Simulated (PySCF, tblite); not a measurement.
**C₄H₁₃FSi₄: geometry, infrared bands and NMR shifts**

What infrared bands and NMR shifts should C₄H₁₃FSi₄ (`C/C=C/[Si@@H]1C[SiH2][SiH2][Si@H]1F`) show?

The runs use tblite 0.8.0 and PySCF 2.14.0, with density-fitted response routines of our own; the level of theory stands in each step. All values are computed, except where a source is named. Atoms count from 0, in the outputs and in this text.

## Step 1: Starting geometry

22 atoms, charge 0, multiplicity 1; geometry from: force field or distance geometry start.

Bonds of the start (Å): C0–C1 1.51, C1–C2 1.33, C2–Si3 1.86, Si3–C4 1.88, C4–Si5 1.88, Si5–Si6 2.26, Si6–Si7 2.26, Si7–F8 1.68, Si7–Si3 2.23, C0–H9 1.09, C0–H10 1.12, C0–H11 1.12, C1–H12 1.08, C2–H13 1.08, Si3–H14 1.48, C4–H15 1.11, C4–H16 1.10, Si5–H17 1.44, Si5–H18 1.48, Si6–H19 1.44, Si6–H20 1.46, Si7–H21 1.45.

## Step 2: Geometry optimisation with GFN2-xTB

Job settings and geometry (Å):

```
{"job": {"kind": "relax", "xc": "GFN2-xTB", "basis": "xTB"}, "charge": 0, "multiplicity": 1}
C      3.533200    -0.969700    -0.218900
C      2.497300     0.108400    -0.435500
C      1.368300    -0.044500     0.245400
Si    -0.024500     1.184900     0.106800
C     -1.136200     0.883200     1.596300
Si    -1.789500    -0.855700     1.281000
Si    -2.953100    -0.430100    -0.605600
Si    -1.351700     0.782800    -1.633800
F     -1.992500     2.233100    -2.183700
H      4.455300    -0.768700    -0.755800
H      3.821900    -1.011200     0.865500
H      3.085200    -1.976800    -0.411600
H      2.670300     0.960000    -1.075300
H      1.212300    -0.897200     0.888500
H      0.482400     2.574200     0.095900
H     -0.573600     0.938900     2.552700
H     -1.986000     1.574500     1.547000
H     -2.604400    -1.375400     2.354200
H     -0.692200    -1.764800     0.872300
H     -3.313700    -1.631900    -1.311700
H     -4.051000     0.493600    -0.318200
H     -0.667900     0.011800    -2.659000
```

The run is started by

```bash
OMP_NUM_THREADS=1 python probes_run.py task.json out
```

This one command runs all jobs of the session in turn.

**Question.** This job is followed by: GFN2-xTB harmonic vibrations, gas phase; GIAO PBE0/pcSseg-1 NMR shielding, non-relativistic, gas phase. Predict these results of the whole session: strongest single infrared mode (GFN2-xTB); zero-point energy (GFN2-xTB); 13C shifts against TMS (PBE0/pcSseg-1); 1H shifts against TMS (PBE0/pcSseg-1, means over atoms taken as alike); 29Si shifts against TMS (PBE0/pcSseg-1); 19F shifts against CFCl3 (PBE0/pcSseg-1).

As calculated:

| quantity | value |
| --- | --- |
| strongest single infrared mode (GFN2-xTB) | 2183 cm⁻¹, 526 km/mol |
| zero-point energy (GFN2-xTB) | 93.0 kcal/mol |
| 13C shifts against TMS (PBE0/pcSseg-1) | 155.1, 128.1, 27.2, -8.1 ppm |
| 1H shifts against TMS (PBE0/pcSseg-1, means over atoms taken as alike) | 6.53, 6.29, 5.51, 4.92, 4.45, 4.09, 3.56, 3.27, 1.94, 0.40, -0.06 ppm |
| 29Si shifts against TMS (PBE0/pcSseg-1) | 40.6, -38.1, -72.3, -132.1 ppm |
| 19F shifts against CFCl3 (PBE0/pcSseg-1) | -277.8 ppm |

In words: Relaxing lowered the energy by 1.029 eV in 181 steps; the close pair that moved most is Si3–Si7, from 2.225 to 2.331 Å. No mode is imaginary among the 60: a minimum at this level. GFN2-xTB is a fitted tight-binding method: band positions and strengths are rough. Its intensities can rank the bands wrongly. At PBE0/pcSseg-1: The largest span, 250 ppm, is at C1, where the paramagnetic term is -225 ppm.
